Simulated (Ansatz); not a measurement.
Runs of Ansatz 0.2.0 on GaSn. Symmetry: Fmmm, No. 69, orthorhombic system. The conventional cell has a = 5.459 Å, b = 5.806 Å, c = 6.196 Å, α = 90.00°, β = 90.00°, γ = 90.00°. Around Ga (site symmetry mmm) lie 6 Sn at 2.73 to 3.10 Å. Sn (site symmetry mmm) has 6 Ga at 2.73 to 3.10 Å as nearest neighbours. The cell was built by a generator and needn't be a form met in nature.

| level | gap on the mesh (eV) | pressure (GPa) | relaxed volume (Å³/atom) |
| --- | --- | --- | --- |
| LDA | none | 0.0 | 22.36 |
| RPBE | none | 0.0 | (b) |
| revPBE | none | 0.0 | 25.05 |
| PBE | none | 0.0 | (a) |
| PBEsol | none | 0.0 | 23.08 |

Alike in all rows: task relaxation of cell and atoms; potentials or basis Ansatz PAW; no spin polarisation; cell relaxed; k mesh 8 × 8 × 8; cutoff (eV) 420; smearing fermi-dirac 0.05 eV.

Q: Fill in the values left out.

A: (a) 24.45; (b) 25.29.

Caveats: the plane-wave basis is chosen anew once the cell has moved, so the energies of steps on either side of that aren't comparable; the PAW data sets come from PBE, with cores solved anew for the run's functional, which leaves a small shift of forces and pressure (some runs).

A k mesh can miss the band edges, and the runs leave out spin-orbit coupling on Ga, Sn.

A gap of «none» marks a metal or a gap under the smearing width.
